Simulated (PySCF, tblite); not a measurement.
# C₅H₁₀BFS₂: geometry, infrared bands and NMR shifts

What infrared bands and NMR shifts should C₅H₁₀BFS₂ (`CCC[C@@H]1SBS[C@@H]1F`) show?

Computed with tblite 0.8.0 and PySCF 2.14.0, with density-fitted response routines of our own, on a single molecule in the gas phase. Atoms are numbered from 0 throughout.

### 1 Starting geometry

19 atoms, charge 0, multiplicity 1; geometry from: force field or distance geometry start.

Bonds of the start (Å): C0–C1 1.54, C1–C2 1.52, C2–C3 1.55, C3–S4 1.81, S4–B5 1.86, B5–S6 1.87, S6–C7 1.84, C7–F8 1.38, C7–C3 1.54, C0–H9 1.10, C0–H10 1.11, C0–H11 1.11, C1–H12 1.09, C1–H13 1.12, C2–H14 1.12, C2–H15 1.11, C3–H16 1.12, B5–H17 1.19, C7–H18 1.11.

### 2 Optimising the geometry with GFN2-xTB

Job settings and geometry (Å):

```
{"job": {"kind": "relax", "xc": "GFN2-xTB", "basis": "xTB"}, "charge": 0, "multiplicity": 1}
C      2.964200     0.060000     0.199700
C      1.565500    -0.553300     0.034500
C      0.477300     0.494100     0.219100
C     -0.941200    -0.106100     0.087200
S     -1.288000    -0.622000    -1.616400
B     -3.034400    -0.986500    -1.075900
S     -3.705000     0.305200     0.099000
C     -2.020700     0.888200     0.550200
F     -1.822000     2.113300    -0.050900
H      3.727000    -0.722300     0.075100
H      3.064400     0.506700     1.210300
H      3.110600     0.846900    -0.565300
H      1.496100    -1.020200    -0.952900
H      1.451800    -1.357100     0.805300
H      0.572800     0.969800     1.223500
H      0.594300     1.298200    -0.534800
H     -0.991500    -1.005700     0.760700
H     -3.253100    -2.118600    -0.799800
H     -1.978100     1.018700     1.653600
```

Command:

```
> OMP_NUM_THREADS=1 python probes_run.py task.json out
```

The driver reads the jobs from task.json and runs them one after another.

**Question.** This job is followed by: GFN2-xTB harmonic vibrations, gas phase; GIAO PBE0/pcSseg-1 NMR shielding, non-relativistic, gas phase. Predict these results of the whole session: strongest single infrared mode (GFN2-xTB); zero-point energy (GFN2-xTB); 13C shifts against TMS (PBE0/pcSseg-1); 1H shifts against TMS (PBE0/pcSseg-1, means over atoms taken as alike); 33S shifts against CS2 (PBE0/pcSseg-1); 11B shifts against BF3·OEt2 (PBE0/pcSseg-1); 19F shifts against CFCl3 (PBE0/pcSseg-1).

As calculated:

| quantity | value |
| --- | --- |
| strongest single infrared mode (GFN2-xTB) | 977 cm⁻¹, 136 km/mol |
| zero-point energy (GFN2-xTB) | 91.7 kcal/mol |
| 13C shifts against TMS (PBE0/pcSseg-1) | 111.1, 70.8, 37.0, 28.7, 16.8 ppm |
| 1H shifts against TMS (PBE0/pcSseg-1, means over atoms taken as alike) | 6.77, 6.24, 3.45, 1.94, 1.87, 1.77, 1.39, 1.16 ppm |
| 33S shifts against CS2 (PBE0/pcSseg-1) | 178, 126 ppm |
| 11B shifts against BF3·OEt2 (PBE0/pcSseg-1) | 57.9 ppm |
| 19F shifts against CFCl3 (PBE0/pcSseg-1) | -187.3 ppm |

In words: Over 96 steps the energy fell by 1.173 eV; of the close pairs, S4–B5 changed most, 1.864 to 1.764 Å. All 51 modes are real, so the xTB geometry is a minimum. The strongest single mode, at 977 cm⁻¹, moves mainly H17 and B5. GFN2-xTB is a fitted tight-binding method: band positions and strengths are rough. Its intensities can rank the bands wrongly. At PBE0/pcSseg-1: Shielding is most anisotropic at S4 (span 277 ppm, paramagnetic term -681 ppm).
